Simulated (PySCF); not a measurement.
# C₇H₅FO: runs on many settings

Aim: see how C₇H₅FO (`CC#Cc1ccc(F)o1`) answers to the choice of functional, basis, grid and SCF options, and what happens with inputs that are wrong on purpose.

The runs use PySCF 2.14.0, with density-fitted response routines of our own; the level of theory stands in each step. All values are computed, except where a source is named. Atoms count from 0, in the outputs and in this text.

## 1. The starting structure

14 atoms, charge 0, multiplicity 1; geometry from: GFN2-xTB.

Bonds of the start (Å): C0–C1 1.44, C1–C2 1.20, C2–C3 1.40, C3–C4 1.37, C4–C5 1.42, C5–C6 1.36, C6–F7 1.33, C6–O8 1.33, O8–C3 1.36, C0–H9 1.09, C0–H10 1.09, C0–H11 1.09, C4–H12 1.07, C5–H13 1.07.

## 2. Shielding tensors: PBE0/pcSseg-1

Job settings and geometry (Å):

```
{"job": {"kind": "nmr", "xc": "PBE0", "basis": "pcSseg-1"}, "charge": 0, "multiplicity": 1}
C     -2.674570    -1.012163    -1.852015
C     -1.540021    -0.608586    -1.059258
C     -0.594583    -0.251618    -0.405074
C      0.510818     0.144440     0.362992
C      1.081432     1.379053     0.532579
C      2.174108     1.203760     1.417147
C      2.169798    -0.122337     1.706877
F      2.970065    -0.838409     2.488274
O      1.189927    -0.785683     1.094156
H     -2.616134    -2.078965    -2.065244
H     -2.685330    -0.461648    -2.792293
H     -3.599502    -0.809192    -1.312311
H      0.759674     2.295334     0.082716
H      2.853641     1.945540     1.779290
```

Level: GIAO PBE0/pcSseg-1 NMR shielding, non-relativistic, gas phase.

Command:

```console
$ OMP_NUM_THREADS=1 python probes_run.py task.json out
```

This one command runs all jobs of the session in turn.

The log of the run:

```text
coarse grid: 12880 points
cycle   1  E = -444.0227386335  dE =  1.858e+00  |g| = 6.735e-01  |ddm| = 4.010e+00
cycle   2  E = -443.9608182862  dE =  6.192e-02  |g| = 8.972e-01  |ddm| = 1.192e+00
cycle   3  E = -444.1126741987  dE = -1.519e-01  |g| = 1.010e-01  |ddm| = 6.855e-01
cycle   4  E = -444.1147634736  dE = -2.089e-03  |g| = 4.408e-02  |ddm| = 1.309e-01
cycle   5  E = -444.1151701313  dE = -4.067e-04  |g| = 1.432e-02  |ddm| = 4.493e-02
cycle   6  E = -444.1152087754  dE = -3.864e-05  |g| = 5.403e-03  |ddm| = 1.560e-02
cycle   7  E = -444.1152144752  dE = -5.700e-06  |g| = 2.503e-03  |ddm| = 6.065e-03
final grid: 128128 points
cycle   8  E = -444.1860028697  dE = -2.004e-05  |g| = 1.199e-02  |ddm| = 8.242e-02
cycle   9  E = -444.1859336362  dE =  6.923e-05  |g| = 2.171e-02  |ddm| = 2.332e-02
cycle  10  E = -444.1860297206  dE = -9.608e-05  |g| = 2.925e-03  |ddm| = 1.630e-02
cycle  11  E = -444.1860317912  dE = -2.071e-06  |g| = 6.064e-04  |ddm| = 2.606e-03
cycle  12  E = -444.1860318611  dE = -6.988e-08  |g| = 1.746e-04  |ddm| = 6.362e-04
cycle  13  E = -444.1860318672  dE = -6.124e-09  |g| = 7.623e-05  |ddm| = 1.933e-04
cycle  14  E = -444.1860318685  dE = -1.330e-09  |g| = 1.225e-05  |ddm| = 6.833e-05
cycle  15  E = -444.1860318685  dE = -3.467e-11  |g| = 4.197e-06  |ddm| = 1.511e-05
converged SCF energy = -444.1860318685

GIAO shielding tensors (ppm)
atom      isotropic    diamagn.    paramagn.     s11        s22        s33       span
  0 C      181.306     254.098     -72.793    174.020    174.084    195.813     21.793
  1 C       87.610     266.527    -178.917      2.651     38.417    221.762    219.112
  2 C      110.402     242.951    -132.549     22.146     29.144    279.915    257.769
  3 C       53.871     259.441    -205.570    -16.297     71.510    106.399    122.697
  4 C       61.952     254.099    -192.147    -26.026     57.317    154.565    180.591
  5 C       95.717     260.329    -164.612     45.749     76.958    164.445    118.696
  6 C       20.411     252.288    -231.877    -38.766     46.838     53.162     91.928
  7 F      284.548     468.243    -183.695    188.731    325.837    339.076    150.346
  8 O       40.316     402.578    -362.262    -77.977      1.155    197.770    275.747
  9 H       29.438      28.298       1.139     24.359     27.780     36.174     11.815
 10 H       29.453      28.816       0.637     24.371     27.713     36.275     11.904
 11 H       29.395      28.577       0.817     24.284     27.619     36.281     11.997
 12 H       24.965      33.397      -8.432     22.841     24.759     27.295      4.454
 13 H       26.037      30.059      -4.022     23.064     26.165     28.881      5.818
```

It took 27 s on 1 thread of Arm Neoverse V1, shared host; peak memory 0.84 GiB.

The references, computed at this level on geometries of the same kind, shield at (ppm): 1H TMS 31.72, 13C TMS 186.9, 19F CFCl3 170.9, 17O H2O 336.1. Their shielding less the atom's gives the shift. The references are single molecules in the gas phase, so shifts against H2O, NH3, PH3, H3PO4 or CFCl3 are not on the usual liquid scales and can be off by tens of ppm. Atoms listed in one row are averaged.

```
       atoms                                          environment  σ (ppm)  δ (ppm)  δ scaled to CDCl3
          C6                     aromatic carbon bearing fluorine     20.4    166.5              160.6
          C3  substituted aromatic carbon next to the ring oxygen     53.9    133.1              127.9
          C4                                          aromatic CH     62.0    125.0              120.1
          C1                                        alkyne carbon     87.6     99.3               95.0
          C5                                          aromatic CH     95.7     91.2               87.1
          C2                                        alkyne carbon    110.4     76.5               72.8
          C0                            propargylic methyl carbon    181.3      5.6                3.6
         H12                           hydrogen on an aromatic CH    24.97     6.75               6.47
         H13                           hydrogen on an aromatic CH    26.04     5.68               5.46
H9, H10, H11              hydrogen on a propargylic methyl carbon    29.43     2.29               2.26
          F7                                        aryl fluorine    284.5   -113.6                  –
          O8                                 aromatic ring oxygen     40.3    295.8                  –
```

The scaled column applies a straight-line fit of computed shieldings to shifts measured in CDCl3; 19F shifts take a fit of their own (root-mean-square error 0.16 ppm for H, 1.9 ppm for C).

Charges from the same density, by scheme (e):

```
atoms  Mulliken    IAO  Hirshfeld  ESP fit
   C0     -0.20  -0.44      -0.09    -0.58
   C1     -0.25  -0.01      -0.03     0.37
   C2      0.20  -0.09      -0.09    -0.64
   C3      0.04   0.14       0.05     0.52
   C4     -0.13  -0.19      -0.07    -0.35
   C5     -0.20  -0.27      -0.11    -0.37
   C6      0.51   0.45       0.15     0.34
   F7     -0.24  -0.23      -0.07    -0.14
   O8     -0.37  -0.23      -0.06    -0.18
```

Mayer bond orders: C0–C1 1.24, C1–C2 2.21, C2–C3 1.05, C3–C4 1.53, C4–C5 1.24, C5–C6 1.60, C6–F7 1.03, C6–O8 1.13, O8–C3 0.99.

Ring of atoms C3, C4, C5, C6, O8: NICS(0) -12.7, NICS(1) -9.2, NICS(1)zz -22.0 ppm (means of both faces).

## 3. Excited states and response: PBE0/def2-SVPD

Same as in step 2 but for these lines:

```diff
@@ -1,2 +1,2 @@
-{"job": {"kind": "nmr", "xc": "PBE0", "basis": "pcSseg-1"}, "charge": 0, "multiplicity": 1}
+{"job": {"kind": "uv", "xc": "PBE0", "basis": "def2-SVPD", "nstates": 6, "ntriplets": 2}, "charge": 0, "multiplicity": 1}
 C     -2.674570    -1.012163    -1.852015
```

Level: TDDFT PBE0/def2-SVPD, vertical, gas phase, core orbitals frozen in the response.

The log of the run:

```text
coarse grid: 12880 points
cycle   1  E = -443.7717135435  dE =  1.784e+00  |g| = 6.404e-01  |ddm| = 1.491e+01
cycle   2  E = -443.7112448209  dE =  6.047e-02  |g| = 8.533e-01  |ddm| = 3.403e+00
cycle   3  E = -443.8574623992  dE = -1.462e-01  |g| = 9.895e-02  |ddm| = 1.694e+00
cycle   4  E = -443.8595579056  dE = -2.096e-03  |g| = 4.309e-02  |ddm| = 3.822e-01
cycle   5  E = -443.8599634235  dE = -4.055e-04  |g| = 1.244e-02  |ddm| = 1.201e-01
cycle   6  E = -443.8599957432  dE = -3.232e-05  |g| = 3.364e-03  |ddm| = 5.961e-02
cycle   7  E = -443.8599981236  dE = -2.380e-06  |g| = 1.338e-03  |ddm| = 1.087e-02
final grid: 128128 points
cycle   8  E = -443.9299286070  dE = -1.963e-05  |g| = 1.149e-02  |ddm| = 2.537e-01
cycle   9  E = -443.9298776360  dE =  5.097e-05  |g| = 1.961e-02  |ddm| = 6.735e-02
cycle  10  E = -443.9299540425  dE = -7.641e-05  |g| = 2.368e-03  |ddm| = 3.719e-02
cycle  11  E = -443.9299554487  dE = -1.406e-06  |g| = 5.377e-04  |ddm| = 6.609e-03
cycle  12  E = -443.9299555064  dE = -5.771e-08  |g| = 1.748e-04  |ddm| = 1.167e-03
cycle  13  E = -443.9299555128  dE = -6.426e-09  |g| = 7.411e-05  |ddm| = 6.231e-04
cycle  14  E = -443.9299555141  dE = -1.335e-09  |g| = 1.125e-05  |ddm| = 1.843e-04
cycle  15  E = -443.9299555142  dE = -2.819e-11  |g| = 3.466e-06  |ddm| = 4.282e-05
converged SCF energy = -443.9299555142

Static polarisability (au): isotropic 90.617, principal 52.146 72.753 146.951

Singlet excitations
state   eV       nm        f      main configurations
  1   5.0670    244.7   0.45644   H->L 0.93
  2   5.3022    233.8   0.00049   H->L+1 0.67, H->L+2 0.22
  3   5.7476    215.7   0.00046   H-1->L 0.94
  4   5.8510    211.9   0.00056   H->L+2 0.62, H->L+1 0.26
  5   6.2860    197.2   0.00188   H->L+3 0.79, H->L+2 0.12
  6   6.3936    193.9   0.00435   H->L+4 0.63, H-2->L 0.35

Triplet excitations (Tamm-Dancoff, eV): 3.2313 4.9430
```

Wall time 48 s (1 thread of Arm Neoverse V1, shared host); peak memory 0.94 GiB.

The orbitals next to the gap, with their largest atomic shares:

```
orbital     eV                      atoms
 HOMO−3  -9.01  C2 23 %, O8 19 %, C3 16 %
 HOMO−2  -8.45  C5 29 %, C4 16 %, C6 11 %
 HOMO−1  -7.98   C2 40 %, C1 37 %, C0 8 %
   HOMO  -6.19  C1 17 %, C3 17 %, C6 16 %
   LUMO  -0.62  C4 18 %, C3 16 %, C1 14 %
 LUMO+1   0.58  C1 17 %, C2 14 %, C6 12 %
 LUMO+2   0.69  C0 28 %, C1 22 %, C2 13 %
```

With each of the 6 states as a Gaussian band of 0.4 eV half-width at 1/e, the curve within the window shown has maxima at 244 nm (ε 18,000), 195 nm (ε 260) L/(mol cm). Beyond the last state computed it falls off for lack of states. The curve at chosen wavelengths:

```
 nm  ε (L/mol/cm)
185           128
189           201
192           240
196           255
200           232
203           212
207           236
211           429
214           800
218          1806
222          3636
225          5619
229          8941
233         12574
237         15793
240         17507
244         18487
248         17900
251         16587
255         14064
259         11160
262          9018
266          6467
270          4409
273          3210
277          2027
```

Further results of this job:

| property | computed |
| --- | --- |
| dipole moment (D) | 2.21 |
| polarisability (Å³) | 13.43 |
| HOMO–LUMO gap (eV) | 5.57 |
| −ε(HOMO) (eV) | 6.19 |

## 4. Ultraviolet spectrum: WP04/pcSseg-1

Same as in step 3 but for these lines:

```diff
@@ -1,2 +1,2 @@
-{"job": {"kind": "uv", "xc": "PBE0", "basis": "def2-SVPD", "nstates": 6, "ntriplets": 2}, "charge": 0, "multiplicity": 1}
+{"job": {"kind": "uv", "xc": "WP04", "basis": "pcSseg-1", "nstates": 3, "ntriplets": 2, "tda": false, "scf": {"damp": 0.3}, "grid": 3}, "charge": 0, "multiplicity": 1}
 C     -2.674570    -1.012163    -1.852015
```

Method: TDDFT WP04/pcSseg-1, vertical, gas phase, core orbitals frozen in the response.

The log of the run:

```text
damping 0.30 in the first 6 cycles
final grid: 176216 points
cycle   1  E = -454.1481171983  dE =  1.693e+00  |g| = 1.046e+00  |ddm| = 4.115e+00
cycle   2  E = -454.2361779611  dE = -8.806e-02  |g| = 7.952e-01  |ddm| = 1.248e+00
cycle   3  E = -454.2543585813  dE = -1.818e-02  |g| = 7.023e-01  |ddm| = 9.550e-01
cycle   4  E = -454.2552616101  dE = -9.030e-04  |g| = 6.981e-01  |ddm| = 8.954e-01
cycle   5  E = -454.2480298852  dE =  7.232e-03  |g| = 6.881e-01  |ddm| = 9.283e-01
cycle   6  E = -453.9449779994  dE =  3.031e-01  |g| = 1.409e+00  |ddm| = 1.453e+00
cycle   7  E = -453.0192410810  dE =  9.257e-01  |g| = 2.356e+00  |ddm| = 2.678e+00
cycle   8  E = -454.3205607865  dE = -1.301e+00  |g| = 3.129e-01  |ddm| = 2.022e+00
cycle   9  E = -454.3233442632  dE = -2.783e-03  |g| = 3.058e-01  |ddm| = 5.144e-01
cycle  10  E = -454.3446096728  dE = -2.127e-02  |g| = 1.052e-01  |ddm| = 2.805e-01
cycle  11  E = -454.3472723615  dE = -2.663e-03  |g| = 2.251e-02  |ddm| = 9.734e-02
cycle  12  E = -454.3473686179  dE = -9.626e-05  |g| = 1.144e-02  |ddm| = 2.568e-02
cycle  13  E = -454.3474007261  dE = -3.211e-05  |g| = 2.145e-03  |ddm| = 1.060e-02
cycle  14  E = -454.3474015356  dE = -8.095e-07  |g| = 1.014e-03  |ddm| = 2.343e-03
cycle  15  E = -454.3474017361  dE = -2.005e-07  |g| = 2.253e-04  |ddm| = 8.784e-04
cycle  16  E = -454.3474017478  dE = -1.171e-08  |g| = 6.542e-05  |ddm| = 2.814e-04
cycle  17  E = -454.3474017490  dE = -1.224e-09  |g| = 2.285e-05  |ddm| = 1.057e-04
cycle  18  E = -454.3474017491  dE = -7.867e-11  |g| = 1.257e-05  |ddm| = 2.366e-05
converged SCF energy = -454.3474017491

Static polarisability (au): isotropic 78.006, principal 35.852 60.859 137.306

Singlet excitations
state   eV       nm        f      main configurations
  1   4.9586    250.0   0.42559   H->L 0.92
  2   5.2672    235.4   0.00023   H->L+1 0.99
  3   5.5040    225.3   0.00022   H-1->L 0.99

Triplet excitations (Tamm-Dancoff, eV): 3.1736 4.8897
```

It took 41 s on 1 thread of Arm Neoverse V1, shared host; peak memory 0.81 GiB.

This run: HOMO -7.44 eV, LUMO -2.78 eV; lowest singlet 4.96 eV.

## 5. Shielding tensors: PBE0/pcSseg-1

Same as in step 4 but for these lines:

```diff
@@ -1,2 +1,2 @@
-{"job": {"kind": "uv", "xc": "WP04", "basis": "pcSseg-1", "nstates": 3, "ntriplets": 2, "tda": false, "scf": {"damp": 0.3}, "grid": 3}, "charge": 0, "multiplicity": 1}
+{"job": {"kind": "nmr", "xc": "PBE0", "basis": "pcSseg-1", "pop": false}, "charge": 0, "multiplicity": 1}
 C     -2.674570    -1.012163    -1.852015
```

With the program's defaults for keys left out, this is: GIAO PBE0/pcSseg-1 NMR shielding, non-relativistic, gas phase.

The log of the run:

```text
coarse grid: 12880 points
cycle   1  E = -444.0227386335  dE =  1.858e+00  |g| = 6.735e-01  |ddm| = 4.010e+00
cycle   2  E = -443.9608182862  dE =  6.192e-02  |g| = 8.972e-01  |ddm| = 1.192e+00
cycle   3  E = -444.1126741987  dE = -1.519e-01  |g| = 1.010e-01  |ddm| = 6.855e-01
cycle   4  E = -444.1147634736  dE = -2.089e-03  |g| = 4.408e-02  |ddm| = 1.309e-01
cycle   5  E = -444.1151701313  dE = -4.067e-04  |g| = 1.432e-02  |ddm| = 4.493e-02
cycle   6  E = -444.1152087754  dE = -3.864e-05  |g| = 5.403e-03  |ddm| = 1.560e-02
cycle   7  E = -444.1152144752  dE = -5.700e-06  |g| = 2.503e-03  |ddm| = 6.065e-03
final grid: 128128 points
cycle   8  E = -444.1860028697  dE = -2.004e-05  |g| = 1.199e-02  |ddm| = 8.242e-02
cycle   9  E = -444.1859336362  dE =  6.923e-05  |g| = 2.171e-02  |ddm| = 2.332e-02
cycle  10  E = -444.1860297206  dE = -9.608e-05  |g| = 2.925e-03  |ddm| = 1.630e-02
cycle  11  E = -444.1860317912  dE = -2.071e-06  |g| = 6.064e-04  |ddm| = 2.606e-03
cycle  12  E = -444.1860318611  dE = -6.988e-08  |g| = 1.746e-04  |ddm| = 6.362e-04
cycle  13  E = -444.1860318672  dE = -6.124e-09  |g| = 7.623e-05  |ddm| = 1.933e-04
cycle  14  E = -444.1860318685  dE = -1.330e-09  |g| = 1.225e-05  |ddm| = 6.833e-05
cycle  15  E = -444.1860318685  dE = -3.467e-11  |g| = 4.197e-06  |ddm| = 1.511e-05
converged SCF energy = -444.1860318685

GIAO shielding tensors (ppm)
atom      isotropic    diamagn.    paramagn.     s11        s22        s33       span
  0 C      181.306     254.098     -72.793    174.020    174.084    195.813     21.793
  1 C       87.610     266.527    -178.917      2.651     38.417    221.762    219.112
  2 C      110.402     242.951    -132.549     22.146     29.144    279.915    257.769
  3 C       53.871     259.441    -205.570    -16.297     71.510    106.399    122.697
  4 C       61.952     254.099    -192.147    -26.026     57.317    154.565    180.591
  5 C       95.717     260.329    -164.612     45.749     76.958    164.445    118.696
  6 C       20.411     252.288    -231.877    -38.766     46.838     53.162     91.928
  7 F      284.548     468.243    -183.695    188.731    325.837    339.076    150.346
  8 O       40.316     402.578    -362.262    -77.977      1.155    197.770    275.747
  9 H       29.438      28.298       1.139     24.359     27.780     36.174     11.815
 10 H       29.453      28.816       0.637     24.371     27.713     36.275     11.904
 11 H       29.395      28.577       0.817     24.284     27.619     36.281     11.997
 12 H       24.965      33.397      -8.432     22.841     24.759     27.295      4.454
 13 H       26.037      30.059      -4.022     23.064     26.165     28.881      5.818
```

Wall time 24 s (1 thread of Arm Neoverse V1, shared host); peak memory 0.87 GiB.

In short: δ C6 166.5, C3 133.1, C4 125.0, C1 99.3, H12 6.75, H13 5.68 ppm.

## 6. Spin-spin couplings: X3LYP/6-31G-J

Same as in step 5 but for these lines:

```diff
@@ -1,2 +1,2 @@
-{"job": {"kind": "nmr", "xc": "PBE0", "basis": "pcSseg-1", "pop": false}, "charge": 0, "multiplicity": 1}
+{"job": {"kind": "j", "xc": "X3LYP", "basis": "6-31G-J", "grid": 0, "scf": {"max_cycle": 56}}, "charge": 0, "multiplicity": 1}
 C     -2.674570    -1.012163    -1.852015
```

Method: X3LYP/6-31G-J.

The log of the run:

```text
KeyError: 'Element f (Z=9) not found in basis 6-31G-J version 0'
```

It took 0.01 s on 1 thread of Arm Neoverse V1, shared host.

**What went wrong.** The basis 6-31G-J has no functions for an element of the molecule, so the input was refused before any integral. The remedy is to choose a basis that covers all elements.

## 7. Run by run: electronic excitations

Excitations and ground-state properties, with basis size and wall time:

```csv
run,lowest singlet (eV),brightest (eV),f,gap (eV),α (Å³),μ (D),functions,time
PBE0/def2-SVPD,5.07,5.07,0.456,5.57,13.43,2.21,226,48 s
WP04/pcSseg-1,4.96,4.96,0.426,4.66,11.56,2.45,178,41 s
```

## 8. Outcome

```
                                                              quantity                                            value
                                13C shifts against TMS (PBE0/pcSseg-1)   166.5, 133.1, 125.0, 99.3, 91.2, 76.5, 5.6 ppm
1H shifts against TMS (PBE0/pcSseg-1, means over atoms taken as alike)                             6.75, 5.68, 2.29 ppm
                              19F shifts against CFCl3 (PBE0/pcSseg-1)                                       -113.6 ppm
                                17O shifts against H2O (PBE0/pcSseg-1)                                        295.8 ppm
                                       lowest singlet (PBE0/def2-SVPD)                      5.07 eV (245 nm), f = 0.456
                                                        lowest triplet                                          3.23 eV
                                           range of the lowest singlet                                  4.96 to 5.07 eV
                                         property runs in this session  5, of which 1 failed and 0 gave unsound results
```

In words: Single values in the summary come from the first sound run of each kind (PBE0/pcSseg-1; PBE0/def2-SVPD), which need not be the best level. At PBE0/pcSseg-1: Shielding is most anisotropic at O8 (span 276 ppm, paramagnetic term -362 ppm). NICS(1)zz of -22 ppm above the planar ring from C3 marks a diatropic (aromatic) ring current. The first singlet state (HOMO→LUMO 0.93) lies at 5.07 eV and is bright. The lowest triplet lies 1.84 eV below the lowest singlet (triplets in Tamm-Dancoff, singlets in full TDDFT). The lowest singlet runs from 4.96 eV (WP04/pcSseg-1) to 5.07 eV (PBE0/def2-SVPD), while the orbital gap spans 4.66 to 5.57 eV. The lowest state need not be the same one in every run. The runs solved for a few states only, so the brightest column depends on that window.
